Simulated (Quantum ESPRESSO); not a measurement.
The system is BPd4.

```
Pd B
1.0
     2.89203    0.00000    0.00000
     0.00000    4.36501    0.00000
     0.00000    0.00000    5.85632
Pd B
4 1
Direct
  0.50000 0.00000 0.19758
  0.00000 0.00000 0.61947
  0.00000 0.50000 0.32916
  0.50000 0.50000 0.86756
  0.50000 0.00000 0.86323
```

The cell comes from a database or a generator and needn't be the stable form of this composition.

| Item | Value |
| --- | --- |
| Program | Quantum ESPRESSO 7.5 |
| Task | single point |
| Functional | PBE |
| Potentials or basis | SSSP 1.3 efficiency PBE |
| Cutoff | 816 eV |
| Density cutoff | 5987 eV |
| k mesh | 9 × 6 × 5 |
| Occupations | fermi-dirac, width 0.05 eV |
| Spin | no spin polarisation |

On this cell: pressure -1.5 GPa; largest force 0.284 eV/Å; band gap on the k mesh none (metal or under the smearing width).

The same run follows on a disturbed copy (atoms moved at random, drawn with an rms of 0.05 Å):

```
CELL_PARAMETERS angstrom
2.89203 0.00000 0.00000
0.00000 4.36501 0.00000
0.00000 0.00000 5.85632
ATOMIC_POSITIONS crystal
Pd 0.49979 0.99867 0.19797
Pd 0.00724 0.98371 0.60567
Pd 0.00089 0.51860 0.32294
Pd 0.50202 0.50343 0.86453
B 0.49726 0.99461 0.86533
```

Q: What does the disturbed cell give?

A: The energy (extrapolated to zero smearing) moves by +27.9 meV/atom; pressure -1.3 GPa; largest force 1.430 eV/Å; band gap on the k mesh none (metal or under the smearing width).

Forces on the atoms (eV/Å):
```
Pd   0.033  0.787 -0.517
Pd  -0.101  0.690  1.248
Pd  -0.023 -1.270 -0.111
Pd   0.016 -0.346  0.050
B    0.075  0.138 -0.670
```

Stress tensor (GPa, compression positive):
```
-3.07  0.02  0.29
 0.02  0.66  0.39
 0.29  0.39 -1.63
```
